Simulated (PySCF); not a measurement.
# C7H14 (ethylcyclopentane): the cost of one run

Computed with PySCF 2.14.0 and routines of our own; the level stands in each step. Atoms count from 0.

### Step 1. The starting structure

21 atoms, charge 0, multiplicity 1; geometry from: GFN2-xTB.

### Step 2. Magnetic properties: GIAO CAM-B3LYP/pcSseg-1

Job settings and geometry (Å):

```
{"job": {"kind": "mag", "xc": "CAM-B3LYP", "basis": "pcSseg-1", "isotopologues": 2}, "charge": 0, "multiplicity": 1}
C      2.658299    -0.465241     0.206128
C      1.565531     0.552474    -0.100129
C      0.220971     0.162232     0.510413
C     -0.836028     1.265254     0.369666
C     -2.157466     0.508165     0.425841
C     -1.878944    -0.715666    -0.444002
C     -0.416381    -1.081061    -0.147011
H      2.391260    -1.445457    -0.181074
H      2.805670    -0.552595     1.280405
H      3.600835    -0.162905    -0.244884
H      1.862632     1.527326     0.294869
H      1.453874     0.654848    -1.182296
H      0.373909    -0.035128     1.576178
H     -0.733490     1.754313    -0.601064
H     -0.747344     2.022798     1.147608
H     -2.999758     1.096186     0.063221
H     -2.366569     0.200881     1.452066
H     -1.991611    -0.445733    -1.495212
H     -2.560262    -1.539463    -0.234922
H      0.106610    -1.346365    -1.065651
H     -0.360659    -1.937922     0.524083
```

With the program's defaults for keys left out, this is: GIAO CAM-B3LYP/pcSseg-1 magnetisability, rotational g tensor and spin-rotation constants, non-relativistic, gas phase.

Command:

```sh
OMP_NUM_THREADS=1 python excited_run.py task.json out
```

This one command runs all jobs of the session in turn.

**Question.** How long does this first job take on 1 thread of Arm Neoverse V2, shared host, and how much memory does it need?

About 43 s, with a peak of 1 GiB.
